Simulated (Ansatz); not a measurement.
# C₂H₉InN₂OSi: one species, many methods

One table from this session's results is given with a row withheld; the runs are named, their logs left out.

Program: Ansatz 0.2.0, Gaussian basis. Level of theory: functionals in def2-TZVPP, the program's frozen cores in correlated methods. These are calculated values, not measurements.

Levels to be run: LDA (SPW92), PBE-D4, revPBE-D4, BLYP-D4, r2SCAN-D4, B97M-V, PBE0-D4, B3LYP-D4, r2SCANh-D4, r2SCAN0-D4, HSE06-D4, BHLYP-D4, CAM-B3LYP-D4, LC-ωPBE, ωB97X-V, ωB97M-V, B2PLYP, PBE-QIDH; CCSD(T)/def2-SVP; CCSD(T)/def2-TZVPP; MP2/def2-QZVPP; extrapolation to the limit; RPA on PBE.

**Structure used throughout**

The geometry comes from an earlier relaxation with PBE0-D4 in a triple-zeta def2 set; it is a stationary point, not always the lowest conformer. In takes the def2 core potential; no spin-orbit term is included.

16 atoms, charge 0, spin multiplicity 1.

Atoms are counted from 1 here; the program's logs count them from 0.

Bond lengths: N1–C2 1.513 Å, N1–H8 1.016 Å, N1–H9 1.017 Å, C2–Si3 1.892 Å, C2–N4 1.435 Å, C2–H10 1.101 Å, Si3–H11 1.480 Å, Si3–H12 1.489 Å, Si3–H13 1.495 Å, N4–C5 1.467 Å, N4–In7 2.144 Å, C5–O6 1.414 Å, C5–H14 1.098 Å, C5–H15 1.104 Å, O6–In7 2.036 Å, In7–H16 1.688 Å. Angles: C2–N1–H8 113.7°, C2–N1–H9 110.6°, H8–N1–H9 107.7°, N1–C2–Si3 111.7°, N1–C2–N4 110.2°, N1–C2–H10 109.2°, Si3–C2–N4 104.7°, Si3–C2–H10 109.6°, N4–C2–H10 111.4°, C2–Si3–H11 109.7°, C2–Si3–H12 107.8°, C2–Si3–H13 111.4°, H11–Si3–H12 110.9°, H11–Si3–H13 109.3°, H12–Si3–H13 107.6°, C2–N4–C5 113.9°, C2–N4–In7 97.0°, C5–N4–In7 87.7° and more.

Set-up of the first run:

in.yaml reads:

```yaml
crystal:
  periodic: [false, false, false]
  atoms:
    - {symbol: N, position_ang: [0.126292, 0.687976, 1.256141]}
    - {symbol: C, position_ang: [0.683625, 0.192723, -0.060179]}
    - {symbol: Si, position_ang: [1.736628, -1.362679, 0.166048]}
    - {symbol: N, position_ang: [-0.383089, -0.214041, -0.929406]}
    - {symbol: C, position_ang: [-1.160027, 0.902302, -1.478682]}
    - {symbol: O, position_ang: [-2.246261, 1.193752, -0.621940]}
    - {symbol: In, position_ang: [-1.890466, -0.408475, 0.582699]}
    - {symbol: H, position_ang: [0.762615, 0.571643, 2.039085]}
    - {symbol: H, position_ang: [-0.110825, 1.674949, 1.195174]}
    - {symbol: H, position_ang: [1.292621, 0.987420, -0.517445]}
    - {symbol: H, position_ang: [2.411200, -1.699316, -1.107855]}
    - {symbol: H, position_ang: [0.833188, -2.465104, 0.597257]}
    - {symbol: H, position_ang: [2.764036, -1.175484, 1.236168]}
    - {symbol: H, position_ang: [-1.536044, 0.621218, -2.471657]}
    - {symbol: H, position_ang: [-0.510913, 1.787368, -1.602013]}
    - {symbol: H, position_ang: [-2.772581, -1.294242, 1.716598]}
basis:
  gaussian: {orbitals: def2-TZVPP}
hamiltonian: {xc: lda}
output: {orbitals: {seedname: orbitals}}
```

Command:

```sh
ansatz run in.yaml --threads 2 --pin off --events-out ev --progress --plain --max-ram 20480MiB --backend cuda --devices 0, --max-vram 18GiB
```

Steps of the session up to this table: LDA; PBE-D4 (GGA); revPBE-D4 (GGA); BLYP-D4 (GGA); r2SCAN-D4 (meta-GGA); B97M-V (meta-GGA); B3LYP-D4 (hybrid); r2SCANh-D4 (hybrid); r2SCAN0-D4 (hybrid); HSE06-D4 (hybrid); BHLYP-D4 (hybrid); CAM-B3LYP-D4 (range-separated); LC-ωPBE (range-separated); ωB97X-V (range-separated); ωB97M-V (range-separated); B2PLYP (double hybrid); PBE-QIDH (double hybrid).

One table of the session follows, with a row left open; its other results are not shown here.

It belongs to the step «Orbital energies across the functionals». 

| functional | HOMO (eV) | gap (eV) |
| --- | --- | --- |
| LDA (SPW92) | -4.97 | 3.43 |
| PBE-D4 | -4.78 | 3.46 |
| revPBE-D4 | -4.71 | 3.47 |
| BLYP-D4 | -4.68 | 3.39 |
| r2SCAN-D4 | -4.98 | 3.95 |
| B97M-V | -5.15 | 3.81 |
| PBE0-D4 | -6.04 | 5.42 |
| B3LYP-D4 | -5.84 | 4.97 |
| r2SCANh-D4 | -5.46 | 4.69 |
| r2SCAN0-D4 | -6.20 | 5.79 |
| HSE06-D4 | ? | ? |
| BHLYP-D4 | -7.28 | 7.25 |
| CAM-B3LYP-D4 | -7.40 | 7.54 |
| LC-ωPBE | -8.66 | 9.84 |
| ωB97X-V | -8.37 | 9.40 |
| ωB97M-V | -8.33 | 8.94 |

Estimate the missing values for HSE06-D4.

**Answer.** HOMO (eV): -5.64; gap (eV): 4.68. In the column «HOMO (eV)» it lies between B3LYP-D4 (-5.84) and r2SCANh-D4 (-5.46).
